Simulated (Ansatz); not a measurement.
# Ta3N5: the cost of one run

Computed with Ansatz 0.2.0 (DFT r2SCAN, scalar-relativistic, plane waves, PAW, unless a step's input says otherwise).

**1. The structure to begin with**

Symmetry: Cmcm, No. 63, orthorhombic system. Conventional cell: a = 3.872 Å, b = 10.261 Å, c = 10.296 Å, α = 90.00°, β = 90.00°, γ = 90.00°. Around Ta (site symmetry m2m) lie 6 N at 2.05 to 2.14 Å. Around Ta (site symmetry m) lie 6 N at 1.95 to 2.26 Å. Around N (site symmetry m2m) lie 4 Ta at 2.05 to 2.23 Å. N (site symmetry m) has 3 Ta at 1.95 to 2.05 Å in its first shell of neighbours. N (site symmetry m) is surrounded by 4 Ta at 2.03 to 2.26 Å.

As a file:

```cif
data_structure
_symmetry_space_group_name_H-M 'P 1'
_symmetry_Int_Tables_number 1
_cell_length_a 5.4837
_cell_length_b 5.4837
_cell_length_c 10.2962
_cell_angle_alpha 90.000
_cell_angle_beta 90.000
_cell_angle_gamma 138.648
_cell_volume 204.56
loop_
_atom_site_label
_atom_site_type_symbol
_atom_site_fract_x
_atom_site_fract_y
_atom_site_fract_z
_atom_site_occupancy
Ta1 Ta 0.80328 0.19672 0.25000 1
Ta2 Ta 0.19672 0.80328 0.75000 1
Ta3 Ta 0.86664 0.13336 0.55996 1
Ta4 Ta 0.13336 0.86664 0.05996 1
Ta5 Ta 0.13336 0.86664 0.44004 1
Ta6 Ta 0.86664 0.13336 0.94004 1
N1 N 0.23696 0.76304 0.25000 1
N2 N 0.76304 0.23696 0.75000 1
N3 N 0.95303 0.04697 0.11876 1
N4 N 0.04697 0.95303 0.61876 1
N5 N 0.04697 0.95303 0.88124 1
N6 N 0.95303 0.04697 0.38124 1
N7 N 0.69210 0.30790 0.07406 1
N8 N 0.30790 0.69210 0.57406 1
N9 N 0.30790 0.69210 0.92594 1
N10 N 0.69210 0.30790 0.42594 1
```

It is the result of an earlier relaxation at this level (volume 12.78 Å³/atom; gap on the mesh: 1.61 eV).

**2. Back to the database's cell**

The input, input.yaml:

```yaml
crystal:
  lattice:
    - [1.9431, -5.1059, 0.0]
    - [1.9431, 5.1059, 0.0]
    - [0.0, 0.0, 10.2624]
  atoms:
    - { symbol: Ta, position: [0.8029, 0.1971, 0.25] }
    - { symbol: Ta, position: [0.1971, 0.8029, 0.75] }
    - { symbol: Ta, position: [0.86545, 0.13455, 0.55906] }
    - { symbol: Ta, position: [0.13455, 0.86545, 0.05906] }
    - { symbol: Ta, position: [0.13455, 0.86545, 0.44094] }
    - { symbol: Ta, position: [0.86545, 0.13455, 0.94094] }
    - { symbol: "N", position: [0.23678, 0.76322, 0.25] }
    - { symbol: "N", position: [0.76322, 0.23678, 0.75] }
    - { symbol: "N", position: [0.95299, 0.04701, 0.11949] }
    - { symbol: "N", position: [0.04701, 0.95299, 0.61949] }
    - { symbol: "N", position: [0.04701, 0.95299, 0.88051] }
    - { symbol: "N", position: [0.95299, 0.04701, 0.38051] }
    - { symbol: "N", position: [0.69138, 0.30862, 0.07378] }
    - { symbol: "N", position: [0.30862, 0.69138, 0.57378] }
    - { symbol: "N", position: [0.30862, 0.69138, 0.92622] }
    - { symbol: "N", position: [0.69138, 0.30862, 0.42622] }
basis:
  ecutwfc: 500
kpoints:
  mp_grid: { grid: [8, 8, 4] }
hamiltonian:
  xc: r2scan
scf:
  occupations: { method: gaussian, width: 0.02 }
output:
  forces: true
  stress: true
  eigenvalues: true
  populations: true
  write_density: true
  write_potential: true
  elf: true
  volumetric_format: npy
```

On the command line:

```console
ansatz run input.yaml --threads 4 --pin off --max-ram 10240MiB --backend cpu --events-out ev --progress --plain --runs-dir out
```

Q: Estimate wall time and peak memory on 4 threads of Intel Xeon at 2.70GHz, shared host.

About 56 s, with a peak of 1.8 GiB.
